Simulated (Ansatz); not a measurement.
# NiMoIrPdW (I4mm) in Ansatz: relaxation of cell and atoms with RPBE

Aim: the relaxation of cell and atoms of NiMoIrPdW with RPBE.

Program: Ansatz 0.2.0. These are calculated values, not measurements. Logs are shortened: lines on timing, memory, paths and dates and some standing lists are left out, and cuts for length are marked.

### Step 1. The structure

It takes space group I4mm (No. 107, tetragonal). The conventional cell has a = 2.740 Å, b = 2.740 Å, c = 19.433 Å, α = 90.00°, β = 90.00°, γ = 90.00°. Around Ni (site symmetry 4mm) lie 4 Mo at 2.60 Å and 4 Pd at 2.67 Å and 4 Ni at 2.74 Å. Mo (site symmetry 4mm) has 4 Ni at 2.60 Å and 4 Mo at 2.74 Å and 4 W at 2.94 Å as nearest neighbours. Pd (site symmetry 4mm) is surrounded by 4 Ni at 2.67 Å and 4 Pd at 2.74 Å and 4 Ir at 2.83 Å. Ir (site symmetry 4mm) is surrounded by 4 W at 2.69 Å and 4 Ir at 2.74 Å and 4 Pd at 2.83 Å. Around W (site symmetry 4mm) lie 4 Ir at 2.69 Å and 4 W at 2.74 Å and 4 Mo at 2.94 Å.

The cell was built by a generator and needn't be a form met in nature.

### Step 2. Relaxation of cell and atoms, RPBE, collinear spin, ferromagnetic start

Input file input.yaml:

```yaml
crystal:
  lattice:
    - [-1.37004, 1.37004, 9.71647]
    - [1.37004, -1.37004, 9.71647]
    - [1.37004, 1.37004, -9.71647]
  atoms:
    - { symbol: Ni, position: [0.19862, 0.19862, 0.0], spin: 1.0 }
    - { symbol: Mo, position: [0.60922, 0.60922, 0.0], spin: 1.0 }
    - { symbol: Pd, position: [0.7931, 0.7931, 0.0] }
    - { symbol: Ir, position: [0.39944, 0.39944, 0.0], spin: 0.6 }
    - { symbol: W, position: [0.99565, 0.99565, 0.0] }
hamiltonian:
  xc: rpbe
  pseudopotentials: { kind: paw }
magnetization:
  spin_polarized: true
kpoints:
  mp_grid: { grid: [10, 10, 10] }
scf:
  occupations: { method: fermi_dirac, width: 0.05 }
output:
  forces: true
  stress: true
  eigenvalues: true
relax:
  f_tol: 0.01
  max_steps: 40
  cell: { stress_tol: 0.05 }
```

Potentials or basis: Ansatz PAW.

The run is started by

```bash
$ ansatz run input.yaml --threads 8 --pin off --max-ram 20480MiB --backend cpu --events-out ev --progress --plain --runs-dir out
```

The log of the run:

```text
Warning: RAYON_NUM_THREADS=8 ignored (pool sized by the plan → 8); use --threads N
basis.fft_grid_basis auto: the FFT boxes are laid along the combinations [[1, 0, 1], [0, 1, 1], [0, 0, 1]] of the cell's own vectors, 2.740, 2.740 and 9.908 Å long. The dense box has 20×20×72 points. Along the cell's own vectors, as sized, it would have 72×72×72, 12.96 times as many. Of the 8 symmetry operations that the crystal satisfies within crystal.symmetry.tolerance (time reversal apart; of a slab, those that keep its plane) the dense box along the cell's own vectors carries 8, and the one as laid loses 6 of those. basis.fft_grid_basis: typed keeps the cell's own vectors: state it where this run's energies or levels are differenced outside the engine with another run's, or held beside a run that keeps those vectors.
Engine: ansatz 0.2.0, x86_64-unknown-linux-gnu
Pseudopotentials: kind: paw
Pseudopotential: Ni, paw, valence charge 18, recommended cutoff 420 eV (normal), Ni.paw.azcp
Pseudopotential: Mo, paw, valence charge 14, recommended cutoff 420 eV (normal), Mo.paw.azcp
Pseudopotential: Pd, paw, valence charge 18, recommended cutoff 420 eV (normal), Pd.paw.azcp
Pseudopotential: Ir, paw, valence charge 17, recommended cutoff 420 eV (normal), Ir.paw.azcp
Pseudopotential: W, paw, valence charge 14, recommended cutoff 420 eV (normal), W.paw.azcp
Functional definition: RPBE
  parameter kappa = 0.804
  parameter beta = 0.06672455060314922
  exchange = rpbe_x(kappa = kappa, mu = beta*pi^2/3)
  correlation = pbe_c(beta = beta)
Crystal: 5 atoms, lattice volume = 72.952 Å³
Basis set: ecut = 420 eV, 1445 PW (Γ), FFT grids on a1+a3, a2+a3, a3, exchange–correlation on 40×40×144 points (8 copies of the dense FFT grid, shifted against one another)
Bands: 51, of which v1, the nominal top of the filled ones, is band 41 counted from 1 (40 counted from 0)
Symmetry: 8 space group operations
Space group: I4mm (ITA 107), of the structure as read, at distance tolerance 4.2e-5 Å
Magnetic group: BNS 107.227 (UNI 887), of the structure as read, at distance tolerance 4.2e-5 Å
k-points: 102 of 1000 (time reversal used)
Non-local potential: Ni, projectors of the file, l = 0: 3, l = 1: 2, l = 2: 3, l = 3: 1
Non-local potential: Mo, projectors of the file, l = 0: 3, l = 1: 2, l = 2: 2, l = 3: 1
Non-local potential: Pd, projectors of the file, l = 0: 2, l = 1: 2, l = 2: 2, l = 3: 1
Non-local potential: Ir, projectors of the file, l = 0: 3, l = 1: 2, l = 2: 2, l = 3: 1
Non-local potential: W, projectors of the file, l = 0: 3, l = 1: 2, l = 2: 2, l = 3: 1
PAW form: soft (Blöchl's): semilocal exchange-correlation on the pseudo side does not see the compensation charge
PAW frozen core: Ni, regenerated for the run's functional, and the local potential with it (the file was generated under x = pbe(κ = 0.804, μ = 0.2195149727645171), c = pbe(β = 0.06672455060314922))
PAW frozen core: Mo, regenerated for the run's functional, and the local potential with it (the file was generated under x = pbe(κ = 0.804, μ = 0.2195149727645171), c = pbe(β = 0.06672455060314922))
PAW frozen core: Pd, regenerated for the run's functional, and the local potential with it (the file was generated under x = pbe(κ = 0.804, μ = 0.2195149727645171), c = pbe(β = 0.06672455060314922))
PAW frozen core: Ir, regenerated for the run's functional, and the local potential with it (the file was generated under x = pbe(κ = 0.804, μ = 0.2195149727645171), c = pbe(β = 0.06672455060314922))
PAW frozen core: W, regenerated for the run's functional, and the local potential with it (the file was generated under x = pbe(κ = 0.804, μ = 0.2195149727645171), c = pbe(β = 0.06672455060314922))
PAW one-centre angular grid: Ni, 590 points (default); XC on 64 Gauss nodes
PAW one-centre angular grid: Mo, 590 points (default); XC on 64 Gauss nodes
PAW one-centre angular grid: Pd, 590 points (default); XC on 64 Gauss nodes
PAW one-centre angular grid: Ir, 590 points (default); XC on 64 Gauss nodes
PAW one-centre angular grid: W, 590 points (default); XC on 64 Gauss nodes
Initial density: superposition of atomic densities (chi_scale 0.1, normalization cell)
Starting moments: Σ|m| = 2.6 μB on 3 of 5 sites
Initial wavefunctions: pseudopotential atomic-orbital guess
Functional: x = rpbe, c = pbe(β = 0.06672455060314922)
SCF iter   1: F=—  HF=-40142.770547 eV  |F-HF|=—  |Δ(HF+E_count)|=         —  Δρ=1.56e-1 (↑1.52e-1 ↓1.56e-1)  dr2=3.00e2  dr2_m=2.51e-1  M=1.395 μB ∫|m|=1.544 μB  β_m=0.30  ethr=3.10e-3  ⟨swp⟩=6.7  Hψ=35631  notcnv=0  defer=2
Mixer restart at iter 1: flushing history
preconditioner: auto → Kerker (q_TF=auto, 2.776 Å⁻¹)  [metal: Δε(μ)=0.002 eV  Ē_g=6.448 eV  σ=0.050 eV  W_gap=0.01  n_scr=24 (ndim 8)  ℏωp=27.8 eV  f_vac=0.000  D(μ)=4.32/eV (n_scr^D=46)]
[... 151 lines left out ...]
SCF iter  12: F=—  HF=-40134.772055 eV  |F-HF|=—  |Δ(HF+E_count)|=   2.12e-9  Δρ=2.83e-7 (↑2.83e-7 ↓2.83e-7)  dr2=1.01e-9  dr2_m=2.45e-16  M=0.000 μB ∫|m|=0.000 μB  β_m=0.30  ethr=1.00e-12  ⟨swp⟩=2.0  Hψ=17492  notcnv=0  recentre
SCF iter  13: F=—  HF=-40134.772055 eV  |F-HF|=—  |Δ(HF+E_count)|=  1.60e-10  Δρ=2.39e-7 (↑2.39e-7 ↓2.38e-7)  dr2=1.50e-10  dr2_m=4.28e-16  M=0.000 μB ∫|m|=0.000 μB  β_m=0.29  ethr=1.00e-12  ⟨swp⟩=1.8  Hψ=10776  notcnv=0
SCF iter  14: F=—  HF=-40134.772055 eV  |F-HF|=—  |Δ(HF+E_count)|=  7.71e-10  Δρ=5.43e-8 (↑5.41e-8 ↓5.43e-8)  dr2=1.19e-11  dr2_m=4.42e-16  M=-0.000 μB ∫|m|=0.000 μB  β_m=0.41  ethr=1.00e-12  ⟨swp⟩=2.0  Hψ=14164  notcnv=0
SCF iter  15: F=—  HF=-40134.772055 eV  |F-HF|=—  |Δ(HF+E_count)|=  1.46e-11  Δρ=3.34e-8 (↑3.30e-8 ↓3.34e-8)  dr2=4.87e-12  dr2_m=2.62e-16  M=-0.000 μB ∫|m|=0.000 μB  β_m=0.49  ethr=1.00e-12  ⟨swp⟩=1.0  Hψ=10404  notcnv=0
SCF iter  16: F=—  HF=-40134.772055 eV  |F-HF|=—  |Δ(HF+E_count)|=  1.46e-11  Δρ=4.38e-8 (↑4.32e-8 ↓4.38e-8)  dr2=1.16e-11  dr2_m=1.12e-16  M=-0.000 μB ∫|m|=0.000 μB  β_m=0.45  ethr=1.00e-12  ⟨swp⟩=1.0  Hψ=10404  notcnv=0  recentre
SCF iter  17: F=—  HF=-40134.772055 eV  |F-HF|=—  |Δ(HF+E_count)|=  3.64e-11  Δρ=1.37e-8 (↑1.34e-8 ↓1.37e-8)  dr2=1.12e-12  dr2_m=4.00e-17  M=-0.000 μB ∫|m|=0.000 μB  β_m=0.69  ethr=1.00e-12  ⟨swp⟩=1.0  Hψ=10404  notcnv=0
SCF iter  18: F=—  HF=-40134.772055 eV  |F-HF|=—  |Δ(HF+E_count)|=  7.28e-12  Δρ=1.15e-7 (↑1.15e-7 ↓1.15e-7)  dr2=5.25e-11  dr2_m=2.89e-19  M=-0.000 μB ∫|m|=0.000 μB  β_m=0.58  ethr=1.00e-12  ⟨swp⟩=1.0  Hψ=10404  notcnv=0
SCF iter  19: F=-40134.772055 eV  HF=-40134.772055 eV  |F-HF|=1.46e-11  |Δ(HF+E_count)|=    0.00e0  Δρ=3.81e-8 (↑3.81e-8 ↓3.81e-8)  dr2=8.19e-12  dr2_m=1.31e-19  M=-0.000 μB ∫|m|=0.000 μB  ethr=1.00e-12  ⟨swp⟩=2.0  Hψ=25276  notcnv=0
the starting moments were not kept: the SCF closed with an absolute magnetisation of 7.0e-10 μB, where they sum to 2.6 μB in size (3 sites). That is at most 0.1 of that sum. Measured as dr2_m measures the in/out step, that magnetisation stands 1.7e-19 eV from none, at or under the dr2_threshold of 5.0e-11 eV: it is no larger than a step whose dr2_m would equal this threshold.
SCF 7 converged in 19 iterations: F = -40134.772055 eV  dr2 = 8.19e-12
relax step   7: F+E_penalty+E_count = -40134.77205515 eV  Δ(F+E_penalty+E_count) = -6.018e-4 eV  max|allowed force component| = 3.562e-3 eV/Å  Δτ_max = 0.0000 Å  P = -0.020 GPa  Ω = 74.266 Å³  stress off target by 3.86e-2 GPa  SCF on the basis re-selected at this cell (its energy is not comparable with the rows above)  (19 SCF iters)
basis re-selected at this cell: Δ(F+E_penalty+E_count) = -6.018e-4 eV, ΔP = -0.010 GPa vs the last step (what re-selecting the basis moved, of the pressure what is left beyond the Pulay correction that the steps carried, after the strain that the cell walked since its last selection, with what the two solves' SCF thresholds leave and, on support functions, any second-order correction that the steps lacked; it is no measure of the basis error at this ecutwfc). This SCF's stress stands 3.86e-2 GPa from its target on what of the cell is left free (relax.cell.stress_tol is 5.00e-2 GPa) and its largest allowed force component is 3.56e-3 eV/Å (relax.f_tol is 1.00e-2 eV/Å): within both
SCF converged after 19 iterations
Magnetization: -0.0000 μB (40.5000 up, 40.5000 down)
Absolute magnetization: 0.0000 μB (∫|ρ↑−ρ↓|, with the PAW one-centre terms)
Spin contamination: 0.0000 ħ² per cell (⟨S²⟩ above its minimum at these occupations)
Per-site moments (μB) at R_I (Å): [(1.822762589430138e-10, 1.0813438035381984), (-4.2396556416650893e-11, 1.0813438035381984), (-7.580392976851721e-12, 1.114831108473087), (-2.4281559100223596e-10, 1.1152659119190889), (-1.0252883454396491e-11, 1.1152659119190889)]
Free energy (F): -40134.772055 eV
Harris-Foulkes:  -40134.772055 eV  (|F-HF|=1.46e-11)
Internal energy: -40134.744311 eV  (E = F + TS)
E sigma→0 (E₀):  -40134.758183 eV
Entropy (-TS):   -0.027745 eV (-5.549 meV/atom)
Fermi energy:    20.517911 eV
--- Per-component energies (eV) ---
  E_band       = -692.181194
  E_kinetic    = 2306.512924
  E_local      = -8913.439822  (includes V_loc(G=0)·N_el)
  E_nonlocal   = 1065.955283
  E_hartree    = 3644.843633
  E_xc         = -971.556656
  E_vxc        = -1086.689887  (∫ρ·V_xc dr)
  E_paw        = -26413.361345  (= ΣΔE_a)
  E_vpaw       = -1354.207675  (= ΣTr[D̂ρ^β])
  E_aug_tail   = 0.000855  (compensation charges beyond the density's cutoff)
  E_ewald      = -10853.405816
  E_core_change = -0.293366  (= ΣΔE_core)
  E_smearing   = -0.027745  (= −TS)
  E_closure    = 0.000000  (closes the sum)
  Σ components = -40134.772055   (vs F -40134.772055, Δ=0.00e0)
--- Forces (eV/Å), atoms counted from 1 ---
  atom   1  Ni     0.00000000    -0.00000000    -0.00231415
  atom   2  Mo     0.00000000     0.00000000     0.00356228
  atom   3  Pd     0.00000000    -0.00000000     0.00007561
  atom   4  Ir    -0.00000000     0.00000000    -0.00268422
  atom   5  W     -0.00000000    -0.00000000     0.00136209
  max |Σ_I F_I| component: 1.60e-6 eV/Å
--- Stress (GPa, compression-positive) ---
       -0.038615       0.000000       0.000000
        0.000000      -0.038615      -0.000000
        0.000000       0.000000       0.016248
  P = ⅓ Tr σ = -0.0203 GPa (-0.203 kbar)
--- Band table (eV; the first three rows and the last of 204) ---
  k-point 0 ↑: bands = ["-82.5795", "-71.6255", "-63.7679", "-53.3644", "-42.9380", "-42.8601", "-42.8601", "-40.4031", "-29.5152", "-29.3751", "-29.3751", "-28.5446", "-28.3441", "-28.3441", "-17.6877", "-17.1743", "-17.1743", "-14.4851", "-13.9864", "-13.9864", "11.6269", "13.8704", "14.0704", "14.8725", "14.9672", "15.9969", "16.1927", "16.9490", "17.8240", "18.0915", "18.0915", "18.4467", "18.9226", "19.0840", "19.0840", "19.4721", "19.5097", "19.6572", "19.6572", "19.9096", "20.6626", "20.7483", "21.6232", "21.7944", "21.7944", "22.4026", "23.6069", "23.9649", "23.9649", "24.8200", "33.0905"]
  k-point 1 ↑: bands = ["-82.5790", "-71.6220", "-63.7643", "-53.3536", "-42.9370", "-42.8636", "-42.8633", "-40.3837", "-29.5103", "-29.3956", "-29.3941", "-28.5383", "-28.3775", "-28.3759", "-17.6682", "-17.2574", "-17.2495", "-14.4659", "-14.0706", "-14.0635", "12.1830", "14.3168", "14.4875", "15.2224", "15.3423", "16.3105", "16.4271", "17.2303", "17.6184", "18.0628", "18.1644", "18.2007", "18.8720", "18.9480", "19.0814", "19.3172", "19.4336", "19.5973", "19.7393", "19.8011", "19.9341", "20.3464", "21.2972", "21.5157", "21.6396", "23.0698", "23.6560", "23.8424", "24.5669", "25.4703", "32.3378"]
  k-point 2 ↑: bands = ["-82.5776", "-71.6127", "-63.7552", "-53.3254", "-42.9346", "-42.8726", "-42.8718", "-40.3329", "-29.4979", "-29.4472", "-29.4435", "-28.5224", "-28.4621", "-28.4586", "-17.6182", "-17.4622", "-17.4427", "-14.4176", "-14.2788", "-14.2615", "13.6317", "15.3091", "15.5979", "16.0507", "16.1637", "16.7341", "17.0134", "17.2349", "17.4360", "17.8633", "17.9368", "18.2846", "18.3374", "18.4915", "18.6994", "18.8803", "19.1767", "19.5854", "19.6367", "19.6668", "20.2770", "20.3018", "21.2346", "21.5249", "21.9518", "22.7681", "23.3230", "23.5369", "26.2101", "27.3396", "30.5669"]
  k-point 101 ↓: bands = ["-82.5795", "-71.6255", "-63.7679", "-53.3644", "-42.9380", "-42.8601", "-42.8601", "-40.4031", "-29.5152", "-29.3751", "-29.3751", "-28.5447", "-28.3441", "-28.3441", "-17.6877", "-17.1743", "-17.1743", "-14.4852", "-13.9864", "-13.9864", "11.7269", "13.2802", "14.2548", "14.8658", "15.4669", "16.0277", "16.2973", "16.7582", "17.9686", "18.1115", "18.1115", "18.5427", "18.8700", "18.9528", "18.9528", "19.2483", "19.4728", "19.8447", "19.8447", "19.9080", "20.4551", "20.7494", "20.8351", "21.6447", "21.6447", "23.6062", "23.6209", "24.0672", "24.0672", "24.8205", "31.6040"]
--- Relaxed structure (6 steps of the walk, 5 accepted, 1 SCFs on fresh bases) ---
  F+E_penalty+E_count = -40134.77205515 eV   max|allowed force component| = 3.562e-3 eV/Å   (the final SCF, on the basis selected at the relaxed cell)
  cell:  # Å, volume = 74.2663 Å³
    - [-1.3751571370461566, 1.3751571370461566, 9.818092271721543]
    - [1.3751571370461566, -1.3751571370461566, 9.818092271721543]
    - [1.3751571370461566, 1.3751571370461566, -9.818092271721543]
  atoms:
    - { symbol: Ni, position: [0.19813176170234484, 0.19813176170234484, 2.6073507569826002e-18] }
    - { symbol: Mo, position: [0.6086137867512776, 0.6086137867512776, 9.240387202744939e-18] }
    - { symbol: Pd, position: [0.7937058934213087, 0.7937058934213087, 1.3974801226935824e-17] }
    - { symbol: Ir, position: [0.39996356950297585, 0.39996356950297585, 7.342897714113912e-18] }
    - { symbol: W, position: [0.9956149886220936, 0.9956149886220936, 1.643432434712002e-17] }
```

Run time: 78 s. Hardware: 8 threads of Intel Xeon 6975P-C (Granite Rapids), shared host; peak memory 1 GiB.

Results:

* Free energy: -40134.7721 eV
* Relaxed volume: 14.85 Å³/atom
* Relaxed cell: a = 10.009 Å, b = 10.009 Å, c = 10.009 Å, α = 164.21°, β = 164.21°, γ = 22.41°
* Space group after relaxing (to 0.05 Å): I4mm (No. 107)
* Energy gained by relaxing: 3.5 meV/atom
* Ionic steps: 6
* Pressure after relaxing: 0.0 GPa
* Largest force after relaxing: 0.004 eV/Å
* Band gap on the k mesh: none (metal or under the smearing width)
* Net moment: 0.00 μB per cell
* Absolute moment: 0.00 μB per cell

Forces on the atoms (eV/Å):
```
Ni   0.000  0.000 -0.002
Mo   0.000  0.000  0.004
Pd   0.000  0.000  0.000
Ir   0.000  0.000 -0.003
W    0.000  0.000  0.001
```

Step by step:
| step | energy change (eV) | largest force (eV/Å) | volume (Å³) |
| --- | --- | --- | --- |
| 1 | 0.0000 | 0.0775 | 72.95 |
| 2 | -0.0164 | 0.0732 | 74.25 |
| 3 | -0.0168 | 0.0418 | 74.26 |
| 4 | -0.0170 | 0.0044 | 74.27 |
| 5 | -0.0170 | 0.0035 | 74.27 |
| 6 | -0.0176 | 0.0036 | 74.27 |

Final structure:
```
CELL_PARAMETERS angstrom
-1.37516 1.37516 9.81809
1.37516 -1.37516 9.81809
1.37516 1.37516 -9.81809
ATOMIC_POSITIONS crystal
Ni 0.19813 0.19813 0.00000
Mo 0.60861 0.60861 0.00000
Pd 0.79371 0.79371 0.00000
Ir 0.39996 0.39996 0.00000
W 0.99561 0.99561 0.00000
```

Caveat: the plane-wave basis is chosen anew once the cell has moved, so the energies of steps on either side of that aren't comparable; the PAW data sets come from PBE, with cores solved anew for the run's functional, which leaves a small shift of forces and pressure; the starting moments weren't kept. The run has no spin-orbit coupling, so splittings on Ir, W are missing.
